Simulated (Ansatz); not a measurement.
# MnO2 (Fd-3m) in Ansatz: equation of state, part 2 of 2

Ansatz 0.2.0. The steps go on from the part before.

### 3 Single point, PBEsol, collinear spin, ferromagnetic start, 10.39 Å³/atom (volume scaled by 0.96)

Contents of input.yaml:

```yaml
crystal:
  lattice:
    - [0.0, 3.965661623, 3.965661623]
    - [3.965661623, 0.0, 3.965661623]
    - [3.965661623, 3.965661623, 0.0]
  atoms:
    - { symbol: Mn, position: [0.125, 0.125, 0.125], spin: 4.0 }
    - { symbol: Mn, position: [0.125, 0.125, 0.625], spin: 4.0 }
    - { symbol: Mn, position: [0.625, 0.125, 0.125], spin: 4.0 }
    - { symbol: Mn, position: [0.125, 0.625, 0.125], spin: 4.0 }
    - { symbol: O, position: [0.3609537633, 0.3609537633, 0.3609537633] }
    - { symbol: O, position: [0.3609537633, 0.3609537633, 0.91713871] }
    - { symbol: O, position: [0.91713871, 0.3609537633, 0.3609537633] }
    - { symbol: O, position: [0.3609537633, 0.91713871, 0.3609537633] }
    - { symbol: O, position: [0.8890462367, 0.8890462367, 0.33286129] }
    - { symbol: O, position: [0.8890462367, 0.8890462367, 0.8890462367] }
    - { symbol: O, position: [0.8890462367, 0.33286129, 0.8890462367] }
    - { symbol: O, position: [0.33286129, 0.8890462367, 0.8890462367] }
hamiltonian:
  xc: pbesol
  pseudopotentials: { kind: paw }
magnetization:
  spin_polarized: true
kpoints:
  mp_grid: { grid: [6, 6, 6] }
scf:
  occupations: { method: fermi_dirac, width: 0.05 }
output:
  forces: true
  stress: true
  eigenvalues: true
```

Potentials or basis: Ansatz PAW.

The run is started by

```bash
ansatz run input.yaml --threads 4 --pin off --max-ram 11264MiB --backend cpu --events-out ev --progress --plain --runs-dir out
```

Output:

```text
Warning: RAYON_NUM_THREADS=4 ignored (pool sized by the plan → 4); use --threads N
Engine: ansatz 0.2.0, aarch64-unknown-linux-gnu
Pseudopotentials: kind: paw
Pseudopotential: Mn, paw, valence charge 15, recommended cutoff 420 eV (normal), Mn.paw.azcp
Pseudopotential: O, paw, valence charge 6, recommended cutoff 420 eV (normal), O.paw.azcp
Functional definition: PBEsol
  exchange = pbesol_x
  correlation = pbesol_c
Crystal: 12 atoms, lattice volume = 124.732 Å³
Basis set: ecut = 420 eV, 2421 PW (Γ), exchange–correlation on 80×80×80 points (8 copies of the dense FFT grid, shifted against one another)
Bands: 75, of which v1, the nominal top of the filled ones, is band 54 counted from 1 (53 counted from 0)
Symmetry: 48 space group operations
Space group: Fd-3m (ITA 227), of the structure as read, at distance tolerance 5.0e-5 Å
Magnetic group: BNS 227.128 (UNI 1630), of the structure as read, at distance tolerance 5.0e-5 Å
k-points: 16 of 216
Non-local potential: Mn, projectors of the file, l = 0: 3, l = 1: 2, l = 2: 3, l = 3: 1
Non-local potential: O, projectors of the file, l = 0: 2, l = 1: 2, l = 2: 1
PAW form: soft (Blöchl's): semilocal exchange-correlation on the pseudo side does not see the compensation charge
PAW frozen core: Mn, regenerated for the run's functional, and the local potential with it (the file was generated under x = pbe(κ = 0.804, μ = 0.2195149727645171), c = pbe(β = 0.06672455060314922))
PAW frozen core: O, regenerated for the run's functional, and the local potential with it (the file was generated under x = pbe(κ = 0.804, μ = 0.2195149727645171), c = pbe(β = 0.06672455060314922))
PAW one-centre angular grid: Mn, 590 points (default); XC on 64 Gauss nodes
PAW one-centre angular grid: O, 110 points (default); XC on 64 Gauss nodes
Initial density: superposition of atomic densities (chi_scale 0.1, normalization cell, long waves kept (reshape's long-wave potential 0.12 eV rms))
Starting moments: Σ|m| = 16 μB on 4 of 12 sites
Initial wavefunctions: pseudopotential atomic-orbital guess
Functional: x = pbesol(κ = 0.804, μ = 0.12345679012345678), c = pbesol(β = 0.046)
SCF iter   1: F=—  HF=-19960.539851 eV  |F-HF|=—  |Δ(HF+E_count)|=         —  Δρ=7.85e-2 (↑4.76e-2 ↓7.85e-2)  dr2=1.17e1  dr2_m=2.57e0  M=11.989 μB ∫|m|=12.320 μB  β_m=0.30  ethr=3.10e-3  ⟨swp⟩=6.5  Hψ=9434  notcnv=0  defer=4
Mixer restart at iter 1: flushing history
preconditioner: auto → Resta (q_TF=auto, 2.664 Å⁻¹)  ε∞=6.6  [insulator: Δε(μ)=0.251 eV  Ē_g=12.269 eV  σ=0.050 eV  W_gap=0.56  n_scr=50 (ndim 8)  ℏωp=29.0 eV  f_vac=0.081  D(μ)=0.18/eV (n_scr^D=0)  ε∞_Penn≈6.6]
spin=Collinear: Resta preconditioning applied to the charge; magnetization (m = ρ↑ − ρ↓) channel mixes plain (no charge-response kernel on spin).
SCF iter   2: F=—  HF=-19961.306831 eV  |F-HF|=—  |Δ(HF+E_count)|=   7.67e-1  Δρ=4.90e-2 (↑3.88e-2 ↓4.90e-2)  dr2=4.28e0  dr2_m=1.58e0  M=11.992 μB ∫|m|=12.210 μB  β_m=0.54  ethr=3.10e-3  ⟨swp⟩=3.2  Hψ=4521  notcnv=0  defer=278
SCF iter   3: F=—  HF=-19961.277553 eV  |F-HF|=—  |Δ(HF+E_count)|=   2.93e-2  Δρ=2.43e-2 (↑9.54e-3 ↓2.43e-2)  dr2=1.88e0  dr2_m=1.35e-1  M=11.984 μB ∫|m|=12.078 μB  β_m=0.54  ethr=3.10e-3  ⟨swp⟩=2.3  Hψ=3808  notcnv=0  defer=278
[... 18 lines left out ...]
Free energy (F): -19961.196294 eV
Harris-Foulkes:  -19961.196294 eV  (|F-HF|=1.42e-10)
Internal energy: -19961.193546 eV  (E = F + TS)
E sigma→0 (E₀):  -19961.194920 eV
Entropy (-TS):   -0.002747 eV (-0.229 meV/atom)
Fermi energy:    8.496260 eV
--- Per-component energies (eV) ---
  E_band       = -1393.390991
  E_kinetic    = 2603.540642
  E_local      = -14145.833190  (includes V_loc(G=0)·N_el)
  E_nonlocal   = 1342.154349
  E_hartree    = 5784.630407
  E_xc         = -1034.528494
  E_vxc        = -1328.565253  (∫ρ·V_xc dr)
  E_paw        = -6277.666603  (= ΣΔE_a)
  E_vpaw       = -1433.966311  (= ΣTr[D̂ρ^β])
  E_aug_tail   = 0.018902  (compensation charges beyond the density's cutoff)
  E_ewald      = -8234.470464
  E_core_change = 0.960904  (= ΣΔE_core)
  E_smearing   = -0.002747  (= −TS)
  E_closure    = -0.000000  (closes the sum)
  Σ components = -19961.196294   (vs F -19961.196294, Δ=0.00e0)
--- Forces (eV/Å), atoms counted from 1 ---
  atom   1  Mn     0.00000000    -0.00000000     0.00000000
  atom   2  Mn     0.00000000    -0.00000000    -0.00000000
  atom   3  Mn     0.00000000     0.00000000    -0.00000000
  atom   4  Mn     0.00000000     0.00000000     0.00000000
  atom   5  O      0.26589860     0.26589860     0.26589860
  atom   6  O     -0.26589860    -0.26589860     0.26589860
  atom   7  O      0.26589860    -0.26589860    -0.26589860
  atom   8  O     -0.26589860     0.26589860    -0.26589860
  atom   9  O      0.26589860     0.26589860    -0.26589860
  atom  10  O     -0.26589860    -0.26589860    -0.26589860
  atom  11  O      0.26589860    -0.26589860     0.26589860
  atom  12  O     -0.26589860     0.26589860     0.26589860
  max |Σ_I F_I| component: 1.11e-16 eV/Å
--- Stress (GPa, compression-positive) ---
        6.580098       0.000000      -0.000000
        0.000000       6.580098       0.000000
       -0.000000       0.000000       6.580098
  P = ⅓ Tr σ = 6.5801 GPa (65.801 kbar)
--- Band table (eV; the first three rows and the last of 32) ---
  k-point 0 ↑: bands = ["-72.7817", "-72.7570", "-72.7570", "-72.7570", "-41.8011", "-41.6725", "-41.6725", "-41.6725", "-41.6163", "-41.6163", "-41.5495", "-41.5495", "-41.5495", "-41.5466", "-41.5466", "-41.5466", "-11.4785", "-9.7515", "-9.7036", "-9.7036", "-9.7036", "-9.1683", "-9.1683", "-9.1683", "0.8532", "1.4222", "1.4222", "1.4222", "2.1342", "2.1342", "3.1434", "3.1434", "3.1550", "3.1550", "3.1550", "3.6446", "4.5526", "4.5526", "4.5526", "5.6615", "5.6615", "5.6953", "5.6953", "5.6953", "5.8885", "5.8885", "5.8885", "6.8241", "6.8241", "6.8241", "6.8765", "6.8765", "6.8765", "7.2073", "7.2073", "7.2073", "7.6123", "7.6123", "7.6123", "8.1089", "11.0331", "11.0331", "11.0331", "11.4507", "11.4507", "11.4507", "11.5754", "11.5754", "15.7937", "19.0127", "19.0127", "19.0127", "20.5794", "20.8930", "20.8930"]
  k-point 1 ↑: bands = ["-72.7805", "-72.7582", "-72.7570", "-72.7570", "-41.7912", "-41.6703", "-41.6679", "-41.6679", "-41.6146", "-41.6146", "-41.5590", "-41.5552", "-41.5552", "-41.5495", "-41.5472", "-41.5472", "-11.3981", "-9.8818", "-9.6811", "-9.6811", "-9.6457", "-9.2138", "-9.1943", "-9.1943", "0.9976", "1.5447", "1.5447", "1.6308", "2.1597", "2.1597", "3.0017", "3.0017", "3.1224", "3.1834", "3.1834", "3.5296", "4.5118", "4.6235", "4.6235", "5.0812", "5.0812", "5.4081", "5.6534", "5.6534", "5.9608", "6.1971", "6.1971", "6.5113", "6.8508", "6.8508", "6.8765", "7.0305", "7.0305", "7.3079", "7.3110", "7.3110", "7.6684", "7.6684", "7.7808", "8.1394", "10.9587", "10.9587", "10.9661", "11.3145", "11.3145", "11.3885", "11.5061", "11.5061", "16.1447", "18.9821", "19.3413", "19.3413", "20.4946", "20.9964", "20.9964"]
  k-point 2 ↑: bands = ["-72.7775", "-72.7612", "-72.7570", "-72.7570", "-41.7692", "-41.6613", "-41.6580", "-41.6580", "-41.6079", "-41.6079", "-41.5907", "-41.5717", "-41.5717", "-41.5495", "-41.5473", "-41.5473", "-11.1946", "-10.1202", "-9.6270", "-9.6270", "-9.6060", "-9.2917", "-9.2552", "-9.2552", "1.3518", "1.8417", "1.8417", "2.1743", "2.2290", "2.2290", "2.7526", "2.7526", "3.0609", "3.1722", "3.2722", "3.2722", "4.1837", "4.1837", "4.3589", "4.9399", "4.9888", "4.9888", "5.4259", "5.4259", "5.9743", "6.1055", "6.3781", "6.3781", "6.8764", "6.9766", "6.9766", "7.2112", "7.2112", "7.5314", "7.5314", "7.5446", "7.8119", "7.8119", "7.9149", "8.1960", "10.8028", "10.8028", "10.8376", "10.9582", "10.9582", "11.2614", "11.4482", "11.4482", "17.0074", "18.6902", "20.0551", "20.0551", "20.8790", "21.3142", "21.3142"]
  k-point 15 ↓: bands = ["-69.6652", "-69.6652", "-69.6512", "-69.6512", "-38.7907", "-38.7907", "-38.6724", "-38.6724", "-38.5474", "-38.5474", "-38.5254", "-38.5254", "-38.5018", "-38.5018", "-38.4832", "-38.4832", "-10.4374", "-10.4374", "-9.3772", "-9.3772", "-9.2373", "-9.2373", "-9.1712", "-9.1712", "2.7960", "2.7960", "3.0544", "3.0544", "3.2495", "3.2495", "3.3514", "3.3514", "3.7808", "3.7808", "4.1883", "4.1883", "4.3536", "4.3536", "4.7896", "4.7896", "5.4857", "5.4857", "6.1669", "6.1669", "6.5719", "6.5719", "6.7913", "6.7913", "9.7418", "9.7418", "9.8923", "9.8923", "10.1422", "10.1422", "10.4147", "10.4147", "10.6017", "10.6017", "10.7070", "10.7070", "11.9270", "11.9270", "12.2011", "12.2011", "12.3981", "12.3981", "12.5980", "12.5980", "19.3523", "19.3523", "20.1474", "20.1474", "21.9251", "21.9251", "23.1008"]
```

It took 12 s on 4 threads of Arm Neoverse V1, shared host; peak memory 0.67 GiB.

Results:

```yaml
Free_energy: -19961.1963 eV
Pressure: 6.6 GPa
Largest_force: 0.461 eV/Å
Band_gap_on_the_k_mesh: 0.22 eV, indirect (least direct gap 0.38 eV)
Net_moment: 11.99 μB per cell
Absolute_moment: 12.07 μB per cell
Site_moments: Mn +2.42; O +0.08 μB
```

Caveat: the magnetic or orbital state may not be the lowest; the pressure holds a Pulay correction of +0.8 GPa for the finite cutoff; only a ferromagnetic start was run, and an antiferromagnetic order may lie lower in energy; the PAW data sets come from PBE, with cores solved anew for the run's functional, which leaves a small shift of forces and pressure.

### 4 Single point, PBEsol, collinear spin, ferromagnetic start, 10.61 Å³/atom (volume scaled by 0.98)

input.yaml, as its differences from that of step 3:

```diff
@@ -2,5 +2,5 @@
   lattice:
-    - [0.0, 3.965661623, 3.965661623]
-    - [3.965661623, 0.0, 3.965661623]
-    - [3.965661623, 3.965661623, 0.0]
+    - [0.0, 3.9930118778, 3.9930118778]
+    - [3.9930118778, 0.0, 3.9930118778]
+    - [3.9930118778, 3.9930118778, 0.0]
   atoms:
```

The run is started by

```bash
ansatz run input.yaml --threads 4 --pin off --max-ram 11264MiB --backend cpu --events-out ev --progress --plain --runs-dir out
```

It took 12 s on 4 threads of Arm Neoverse V1, shared host; peak memory 0.68 GiB.

Results (log left out):

```yaml
Free_energy: -19961.2651 eV
Pressure: 2.0 GPa
Largest_force: 0.142 eV/Å
Band_gap_on_the_k_mesh: 0.31 eV, indirect (least direct gap 0.46 eV)
Net_moment: 11.99 μB per cell
Absolute_moment: 12.09 μB per cell
Site_moments: Mn +2.45; O +0.07 μB
```

Caveat: the pressure holds a Pulay correction of +0.8 GPa for the finite cutoff; only a ferromagnetic start was run, and an antiferromagnetic order may lie lower in energy; the PAW data sets come from PBE, with cores solved anew for the run's functional, which leaves a small shift of forces and pressure.

### 5 Single point, PBEsol, collinear spin, ferromagnetic start, 10.83 Å³/atom

input.yaml, as its differences from that of step 4:

```diff
@@ -2,5 +2,5 @@
   lattice:
-    - [0.0, 3.9930118778, 3.9930118778]
-    - [3.9930118778, 0.0, 3.9930118778]
-    - [3.9930118778, 3.9930118778, 0.0]
+    - [0.0, 4.0199925062, 4.0199925062]
+    - [4.0199925062, 0.0, 4.0199925062]
+    - [4.0199925062, 4.0199925062, 0.0]
   atoms:
@@ -31 +31,5 @@
   eigenvalues: true
+  write_density: true
+  write_potential: true
+  elf: true
+  volumetric_format: npy
```

The run is started by

```bash
ansatz run input.yaml --threads 4 --pin off --max-ram 11264MiB --backend cpu --events-out ev --progress --plain --runs-dir out
```

Wall time 14 s (4 threads of Arm Neoverse V1, shared host); peak memory 0.69 GiB.

It converged, with:

```yaml
Free_energy: -19961.2622 eV
Pressure: -2.2 GPa
Largest_force: 0.151 eV/Å
Band_gap_on_the_k_mesh: 0.39 eV, indirect (least direct gap 0.54 eV)
Net_moment: 12.00 μB per cell
Absolute_moment: 12.11 μB per cell
Site_moments: Mn +2.48; O +0.06 μB
```

Caveat: the pressure holds a Pulay correction of +0.8 GPa for the finite cutoff; only a ferromagnetic start was run, and an antiferromagnetic order may lie lower in energy; the PAW data sets come from PBE, with cores solved anew for the run's functional, which leaves a small shift of forces and pressure.

### 6 Single point, PBEsol, collinear spin, ferromagnetic start, 11.04 Å³/atom (volume scaled by 1.02)

input.yaml, as its differences from that of step 5:

```diff
@@ -2,5 +2,5 @@
   lattice:
-    - [0.0, 4.0199925062, 4.0199925062]
-    - [4.0199925062, 0.0, 4.0199925062]
-    - [4.0199925062, 4.0199925062, 0.0]
+    - [0.0, 4.046615749, 4.046615749]
+    - [4.046615749, 0.0, 4.046615749]
+    - [4.046615749, 4.046615749, 0.0]
   atoms:
```

Potentials or basis: Ansatz PAW.

The run is started by

```bash
ansatz run input.yaml --threads 4 --pin off --max-ram 11264MiB --backend cpu --events-out ev --progress --plain --runs-dir out
```

Run time: 14 s. Hardware: 4 threads of Arm Neoverse V1, shared host; peak memory 0.69 GiB.

It converged, with:

```
Free energy            : -19961.1976 eV
Pressure               : -5.9 GPa
Largest force          : 0.421 eV/Å
Band gap on the k mesh : 0.47 eV, indirect (least direct gap 0.61 eV)
Net moment             : 12.00 μB per cell
Absolute moment        : 12.14 μB per cell
Site moments           : Mn +2.50; O +0.05 μB
```

Caveat: the pressure holds a Pulay correction of +0.8 GPa for the finite cutoff; only a ferromagnetic start was run, and an antiferromagnetic order may lie lower in energy; the PAW data sets come from PBE, with cores solved anew for the run's functional, which leaves a small shift of forces and pressure.

### 7 Single point, PBEsol, collinear spin, ferromagnetic start, 11.26 Å³/atom (volume scaled by 1.04)

input.yaml, as its differences from that of step 6:

```diff
@@ -2,5 +2,5 @@
   lattice:
-    - [0.0, 4.046615749, 4.046615749]
-    - [4.046615749, 0.0, 4.046615749]
-    - [4.046615749, 4.046615749, 0.0]
+    - [0.0, 4.0728932109, 4.0728932109]
+    - [4.0728932109, 0.0, 4.0728932109]
+    - [4.0728932109, 4.0728932109, 0.0]
   atoms:
@@ -31,5 +31 @@
   eigenvalues: true
-  write_density: true
-  write_potential: true
-  elf: true
-  volumetric_format: npy
```

The run is started by

```bash
ansatz run input.yaml --threads 4 --pin off --max-ram 11264MiB --backend cpu --events-out ev --progress --plain --runs-dir out
```

It took 12 s on 4 threads of Arm Neoverse V1, shared host; peak memory 0.7 GiB.

It converged, with:

| Property | Result |
| --- | --- |
| Free energy | -19961.0750 eV |
| Pressure | -9.1 GPa |
| Largest force | 0.670 eV/Å |
| Band gap on the k mesh | 0.54 eV, indirect (least direct gap 0.69 eV) |
| Net moment | 12.00 μB per cell |
| Absolute moment | 12.18 μB per cell |
| Site moments | Mn +2.53; O +0.04 μB |

Caveat: the pressure holds a Pulay correction of +0.8 GPa for the finite cutoff; only a ferromagnetic start was run, and an antiferromagnetic order may lie lower in energy; the PAW data sets come from PBE, with cores solved anew for the run's functional, which leaves a small shift of forces and pressure.

### 8 Single point, PBEsol, collinear spin, ferromagnetic start, 11.48 Å³/atom (volume scaled by 1.06)

input.yaml, as its differences from that of step 7:

```diff
@@ -2,5 +2,5 @@
   lattice:
-    - [0.0, 4.0728932109, 4.0728932109]
-    - [4.0728932109, 0.0, 4.0728932109]
-    - [4.0728932109, 4.0728932109, 0.0]
+    - [0.0, 4.0988359054, 4.0988359054]
+    - [4.0988359054, 0.0, 4.0988359054]
+    - [4.0988359054, 4.0988359054, 0.0]
   atoms:
@@ -31 +31,5 @@
   eigenvalues: true
+  write_density: true
+  write_potential: true
+  elf: true
+  volumetric_format: npy
```

The run is started by

```bash
ansatz run input.yaml --threads 4 --pin off --max-ram 11264MiB --backend cpu --events-out ev --progress --plain --runs-dir out
```

It took 13 s on 4 threads of Arm Neoverse V1, shared host; peak memory 0.71 GiB.

Results (log left out):

```
Free energy            : -19960.9023 eV
Pressure               : -12.1 GPa
Largest force          : 0.898 eV/Å
Band gap on the k mesh : 0.60 eV, indirect (least direct gap 0.76 eV)
Net moment             : 12.00 μB per cell
Absolute moment        : 12.24 μB per cell
Site moments           : Mn +2.55; O +0.03 μB
```

Caveat: the pressure holds a Pulay correction of +0.8 GPa for the finite cutoff; only a ferromagnetic start was run, and an antiferromagnetic order may lie lower in energy; the PAW data sets come from PBE, with cores solved anew for the run's functional, which leaves a small shift of forces and pressure.

### 9 Equation of state, PBEsol, collinear spin, ferromagnetic start

Potentials or basis: Ansatz PAW.

No new run: the results of the series are fitted here.

Results:

| Item | Value |
| --- | --- |
| Equilibrium volume | 10.71 Å³/atom |
| Bulk modulus at fixed shape and positions | 205 GPa |
| Pressure derivative of the bulk modulus | 4.5 |

Energy against volume, from the lowest point:
```
volume (Å³/atom)  energy (meV/atom)
          10.178              18.05
          10.394               5.73
          10.611               0.00
          10.827               0.24
          11.044               5.63
          11.261              15.84
          11.477              30.23
```

Caveat: the cell was scaled at fixed shape and fractional positions, which overstates the stiffness of a crystal with free parameters, most of all of layers and chains.
